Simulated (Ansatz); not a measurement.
# TePb3Se2: the cost of one run

Method: DFT PBE, spin-orbit coupling, plane waves, PAW, in Ansatz 0.2.0.

2 further runs of the same task are left out: 2 that didn't finish. Runs told in other sessions of the task aren't counted.

## Step 1: Starting point

Symmetry: P-3m1, No. 164, trigonal system. The conventional cell has a = 4.478 Å, b = 4.478 Å, c = 10.971 Å, α = 90.00°, β = 90.00°, γ = 120.00°. Around Te (site symmetry -3m) lie 6 Pb at 3.26 Å. Pb (site symmetry 3m) has 3 Se at 3.12 Å and 3 Te at 3.26 Å in its first shell of neighbours. Pb (site symmetry -3m) has 6 Se at 3.13 Å in its first shell of neighbours. Around Se (site symmetry 3m) lie 6 Pb at 3.12 to 3.13 Å.

Coordinates:

```
CELL_PARAMETERS angstrom
4.47785 0.00000 0.00000
-2.23893 3.87793 0.00000
0.00000 0.00000 10.97135
ATOMIC_POSITIONS crystal
Te 0.00000 0.00000 0.50000
Pb 0.33333 0.66667 0.68082
Pb 0.66667 0.33333 0.31918
Pb 0.00000 0.00000 0.00000
Se 0.33333 0.66667 0.16027
Se 0.66667 0.33333 0.83973
```

It is the end of an earlier relaxation with the same method, from a generated guess; it is a trial structure. At a tolerance of 0.02 Å it has space group P-3m1 (No. 164); it has 31.75 Å³/atom, an uncorrected energy of -0.51 eV/atom over the elements and, on its mesh, gap 0.57 eV.

## Step 2: The same geometry with PBE with spin-orbit coupling

input.yaml reads:

```yaml
crystal:
  lattice:
    - [4.4778501341, 2.89e-08, 0.0]
    - [-2.238925092, 3.877931956, 0.0]
    - [0.0, 0.0, 10.9713542]
  atoms:
    - { symbol: Te, position: [0.0, 0.0, 0.5] }
    - { symbol: Pb, position: [0.3333333333, 0.6666666667, 0.680821] }
    - { symbol: Pb, position: [0.6666666667, 0.3333333333, 0.319179] }
    - { symbol: Pb, position: [0.0, 0.0, 0.0] }
    - { symbol: Se, position: [0.3333333333, 0.6666666667, 0.160273] }
    - { symbol: Se, position: [0.6666666667, 0.3333333333, 0.839727] }
basis:
  ecutwfc: 420
kpoints:
  mp_grid: { grid: [12, 12, 4] }
  band_path:
    path:
      - [[0.0, 0.0, 0.0], [0.5, 0.0, 0.0], [0.33333333, 0.33333333, 0.0], [0.0, 0.0, 0.0], [0.0, 0.0, 0.5], [0.5, 0.0, 0.5], [0.33333333, 0.33333333, 0.5], [0.0, 0.0, 0.5]]
      - [[0.5, 0.0, 0.5], [0.5, 0.0, 0.0]]
      - [[0.33333333, 0.33333333, 0.5], [0.33333333, 0.33333333, 0.0]]
    npoints: 10
hamiltonian:
  xc: pbe
scf:
  occupations: { method: gaussian, width: 0.02 }
output:
  forces: true
  stress: true
  eigenvalues: true
  populations: true
  dos: { projected: true, de: 0.02 }
  bader: false
  write_density: true
  write_potential: true
  elf: true
  volumetric_format: npy
magnetization:
  noncollinear: true
  spin_orbit: true
```

Run with:

```bash
$ ansatz run input.yaml --threads 4 --pin off --max-ram 8192MiB --backend cpu --events-out ev --progress --plain --runs-dir out
```

**Question.** How long does this run take on 4 threads of Arm Neoverse V1, shared host, and how much memory does it need?

About 4.6 min, with a peak of 3.4 GiB.
